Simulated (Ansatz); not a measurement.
# C₂H₆GaNO: how energies converge with the basis set

Aim: see how fast density functionals converge with the basis set for C₂H₆GaNO.

Computed with Ansatz 0.2.0, Gaussian basis. Level: one geometry, several basis sets.

Plan: PBE0-D4/def2-SVP; ωB97M-V/def2-SVP; PBE0-D4/def2-QZVPP; ωB97M-V/def2-QZVPP; the functionals' def2-TZVPP values are taken from earlier runs.

## (1) Structure used throughout

The geometry comes from an earlier relaxation with PBE0-D4 in a triple-zeta def2 set; it is a stationary point, not always the lowest conformer.

11 atoms, charge 0, spin multiplicity 1.

Atoms are counted from 1 here; the program's logs count them from 0.

Bond lengths: N1–C2 1.452 Å, N1–Ga5 2.107 Å, N1–H6 1.015 Å, N1–H7 1.015 Å, C2–C3 1.344 Å, C2–H8 1.080 Å, C3–O4 1.308 Å, C3–H9 1.090 Å, O4–Ga5 1.896 Å, Ga5–H10 1.568 Å, Ga5–H11 1.568 Å. Angles: C2–N1–Ga5 103.1°, C2–N1–H6 112.0°, C2–N1–H7 112.0°, Ga5–N1–H6 111.3°, Ga5–N1–H7 111.3°, H6–N1–H7 107.2°, N1–C2–C3 116.1°, N1–C2–H8 119.6°, C3–C2–H8 124.3°, C2–C3–O4 124.2°, C2–C3–H9 119.6°, O4–C3–H9 116.2°, C3–O4–Ga5 110.9°, N1–Ga5–O4 85.7°, N1–Ga5–H10 106.1°, N1–Ga5–H11 106.1°, O4–Ga5–H10 112.3°, O4–Ga5–H11 112.3° and more.

## (2) PBE0-D4 in def2-SVP

in.yaml reads:

```yaml
crystal:
  periodic: [false, false, false]
  atoms:
    - {symbol: N, position_ang: [0.146360, 0.666631, 0.813993]}
    - {symbol: C, position_ang: [-0.091565, -0.757850, 0.965815]}
    - {symbol: C, position_ang: [-0.255549, -1.454886, -0.171284]}
    - {symbol: O, position_ang: [-0.212569, -0.929037, -1.368007]}
    - {symbol: Ga, position_ang: [0.109728, 0.936705, -1.275274]}
    - {symbol: H, position_ang: [1.039779, 0.947218, 1.206790]}
    - {symbol: H, position_ang: [-0.570030, 1.222932, 1.270634]}
    - {symbol: H, position_ang: [-0.126615, -1.189869, 1.955088]}
    - {symbol: H, position_ang: [-0.437482, -2.528913, -0.123363]}
    - {symbol: H, position_ang: [-1.176696, 1.778373, -1.582657]}
    - {symbol: H, position_ang: [1.574630, 1.308686, -1.691745]}
basis:
  gaussian: {orbitals: def2-SVP}
hamiltonian: {xc: pbe0, dispersion: d4}
output: {orbitals: {seedname: orbitals}}
```

Started as:

```console
$ ansatz run in.yaml --threads 4 --pin off --events-out ev --progress --plain --max-ram 10444MiB
```

Further steps of the session: ωB97M-V in def2-SVP; PBE0-D4 in def2-QZVPP; ωB97M-V in def2-QZVPP.

Q: Predict the results of all the runs planned. Wanted: PBE0-D4: double and triple zeta above quadruple; ωB97M-V: double and triple zeta above quadruple.

The runs gave:

```
                                       quantity           value
PBE0-D4: double and triple zeta above quadruple  14.69, 1.50 eV
ωB97M-V: double and triple zeta above quadruple  14.83, 1.45 eV
```

For PBE0-D4 the step from double to triple zeta gains 13.19 eV and the next only 1.50 eV. Total energies overstate the basis error of differences, where much of it tends to cancel. The LUMO of ωB97M-V is positive and keeps falling with the basis (2.06 to 0.93 eV): an unbound level that the basis holds in place.
